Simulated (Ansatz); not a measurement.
Geometry optimisation, Ansatz, DFT PBEsol, scalar-relativistic, plane waves, PAW.

Input file:

```yaml
crystal:
  lattice:
    - [7.14, 0.0, 0.0]
    - [0.0, 7.14, 0.0]
    - [0.0, 0.0, 7.14]
  atoms:
    - { symbol: C, position: [0.5, 0.0, 0.0] }
    - { symbol: C, position: [0.625, 0.125, 0.125] }
    - { symbol: C, position: [0.75, 0.25, 0.0] }
    - { symbol: C, position: [0.875, 0.375, 0.125] }
    - { symbol: C, position: [0.75, 0.0, 0.25] }
    - { symbol: C, position: [0.875, 0.125, 0.375] }
    - { symbol: C, position: [0.0, 0.0, 0.0] }
    - { symbol: C, position: [0.125, 0.125, 0.125] }
    - { symbol: C, position: [0.25, 0.25, 0.0] }
    - { symbol: C, position: [0.375, 0.375, 0.125] }
    - { symbol: C, position: [0.5, 0.5, 0.0] }
    - { symbol: C, position: [0.625, 0.625, 0.125] }
    - { symbol: C, position: [0.75, 0.75, 0.0] }
    - { symbol: C, position: [0.875, 0.875, 0.125] }
    - { symbol: C, position: [0.25, 0.0, 0.25] }
    - { symbol: C, position: [0.375, 0.125, 0.375] }
    - { symbol: C, position: [0.5, 0.25, 0.25] }
    - { symbol: C, position: [0.625, 0.375, 0.375] }
    - { symbol: C, position: [0.75, 0.5, 0.25] }
    - { symbol: C, position: [0.875, 0.625, 0.375] }
    - { symbol: C, position: [0.5, 0.0, 0.5] }
    - { symbol: C, position: [0.625, 0.125, 0.625] }
    - { symbol: C, position: [0.75, 0.25, 0.5] }
    - { symbol: C, position: [0.875, 0.375, 0.625] }
    - { symbol: C, position: [0.75, 0.0, 0.75] }
    - { symbol: C, position: [0.875, 0.125, 0.875] }
    - { symbol: C, position: [0.0, 0.5, 0.0] }
    - { symbol: C, position: [0.125, 0.625, 0.125] }
    - { symbol: C, position: [0.25, 0.75, 0.0] }
    - { symbol: C, position: [0.375, 0.875, 0.125] }
    - { symbol: C, position: [0.0, 0.25, 0.25] }
    - { symbol: C, position: [0.125, 0.375, 0.375] }
    - { symbol: C, position: [0.25, 0.5, 0.25] }
    - { symbol: C, position: [0.375, 0.625, 0.375] }
    - { symbol: C, position: [0.5, 0.75, 0.25] }
    - { symbol: C, position: [0.625, 0.875, 0.375] }
    - { symbol: C, position: [0.0, 0.0, 0.5] }
    - { symbol: C, position: [0.125, 0.125, 0.625] }
    - { symbol: C, position: [0.25, 0.25, 0.5] }
    - { symbol: C, position: [0.375, 0.375, 0.625] }
    - { symbol: C, position: [0.5, 0.5, 0.5] }
    - { symbol: C, position: [0.625, 0.625, 0.625] }
    - { symbol: C, position: [0.75, 0.75, 0.5] }
    - { symbol: C, position: [0.25, 0.0, 0.75] }
    - { symbol: C, position: [0.375, 0.125, 0.875] }
    - { symbol: C, position: [0.5, 0.25, 0.75] }
    - { symbol: C, position: [0.625, 0.375, 0.875] }
    - { symbol: C, position: [0.75, 0.5, 0.75] }
    - { symbol: C, position: [0.875, 0.625, 0.875] }
    - { symbol: C, position: [0.0, 0.75, 0.25] }
    - { symbol: C, position: [0.125, 0.875, 0.375] }
    - { symbol: C, position: [0.0, 0.5, 0.5] }
    - { symbol: C, position: [0.125, 0.625, 0.625] }
    - { symbol: C, position: [0.25, 0.75, 0.5] }
    - { symbol: C, position: [0.375, 0.875, 0.625] }
    - { symbol: C, position: [0.0, 0.25, 0.75] }
    - { symbol: C, position: [0.125, 0.375, 0.875] }
    - { symbol: C, position: [0.25, 0.5, 0.75] }
    - { symbol: C, position: [0.375, 0.625, 0.875] }
    - { symbol: C, position: [0.5, 0.75, 0.75] }
    - { symbol: C, position: [0.625, 0.875, 0.875] }
    - { symbol: C, position: [0.0, 0.75, 0.75] }
    - { symbol: C, position: [0.125, 0.875, 0.875] }
total_charge: -2
basis:
  ecutwfc: 420.0
kpoints:
  mp_grid: { grid: [2, 2, 2] }
hamiltonian:
  xc: pbesol
  pseudopotentials: { kind: paw, azcp: { folder: soft_1 } }
scf:
  occupations: { method: gaussian, width: 0.05 }
  lower_state_search: "off"
relax:
  f_tol: 0.03
  max_steps: 60
  adjacent_minimum: "off"
```

Launched with:

```bash
$ ansatz run input.yaml --threads 4 --pin off --max-ram 10240MiB --backend cpu --events-out ev --progress --plain --runs-dir out
```

Where does it end, and by what steps?

The run converged. The force dipped under the threshold on the way, but the program's further checks kept it going. Limits of this set-up: coarse k mesh, PAW files made for another functional, no spin, though dangling bonds at a vacancy may carry it, a typed lattice constant that wasn't relaxed here, charged cell in a uniform background, uncorrected. After 4 steps the energy has fallen by 0.667 eV; C43 moved furthest, 0.10 Å.

```json
{"step": "0", "energy less start (eV)": "0.0000", "largest force component (eV/Å)": "1.289", "accepted": "yes"}
{"step": "1", "energy less start (eV)": "-0.4863", "largest force component (eV/Å)": "0.559", "accepted": "yes"}
{"step": "2", "energy less start (eV)": "-0.6509", "largest force component (eV/Å)": "0.202", "accepted": "yes"}
{"step": "3", "energy less start (eV)": "-0.6674", "largest force component (eV/Å)": "0.011", "accepted": "yes"}
{"step": "4", "energy less start (eV)": "-0.6674", "largest force component (eV/Å)": "0.011", "accepted": "yes"}
```

```xyz
63
Lattice="7.1400 0.0000 0.0000 0.0000 7.1400 0.0000 0.0000 0.0000 7.1400" Properties=species:S:1:pos:R:3
C 3.564 -0.005 0.006
C 4.466 0.889 0.896
C 5.360 1.791 0.006
C 6.247 2.678 0.892
C 5.360 -0.005 1.794
C 6.262 0.879 2.691
C -0.005 -0.005 -0.009
C 0.889 0.889 0.889
C 1.782 1.782 -0.003
C 2.678 2.678 0.892
C 3.573 3.573 -0.003
C 4.466 4.466 0.889
C 5.360 5.360 -0.009
C 6.247 6.247 0.892
C 1.791 -0.005 1.779
C 2.681 0.889 2.681
C 3.573 1.782 1.788
C 4.466 2.674 2.681
C 5.360 3.564 1.779
C 6.233 4.476 2.691
C 3.579 -0.005 3.575
C 4.476 0.879 4.477
C 5.360 1.776 3.575
C 6.247 2.678 4.463
C 5.295 0.060 5.415
C 6.233 0.879 6.234
C -0.005 3.564 0.006
C 0.889 4.466 0.896
C 1.791 5.360 0.006
C 2.678 6.247 0.892
C -0.005 1.791 1.779
C 0.889 2.681 2.681
C 1.782 3.573 1.788
C 2.674 4.466 2.681
C 3.564 5.360 1.779
C 4.476 6.233 2.691
C 0.060 0.060 3.510
C 0.879 0.879 4.448
C 1.791 1.791 3.575
C 2.678 2.678 4.463
C 3.564 3.564 3.575
C 4.476 4.476 4.448
C 5.295 5.295 3.510
C 1.776 -0.005 5.350
C 2.674 0.889 6.244
C 3.564 1.791 5.350
C 4.466 2.681 6.244
C 5.360 3.579 5.350
C 6.262 4.476 6.234
C -0.005 5.360 1.794
C 0.879 6.262 2.691
C -0.005 3.579 3.575
C 0.879 4.476 4.477
C 1.776 5.360 3.575
C 2.678 6.247 4.463
C -0.005 1.776 5.350
C 0.889 2.674 6.244
C 1.791 3.564 5.350
C 2.681 4.466 6.244
C 3.579 5.360 5.350
C 4.476 6.262 6.234
C 0.060 5.295 5.415
C 0.879 6.233 6.234
```

Whether the end is a true minimum wasn't checked by a vibrational analysis.

The run took 16 s on 4 threads of Arm Neoverse V2 (shared host), peak memory 1.5 GiB.
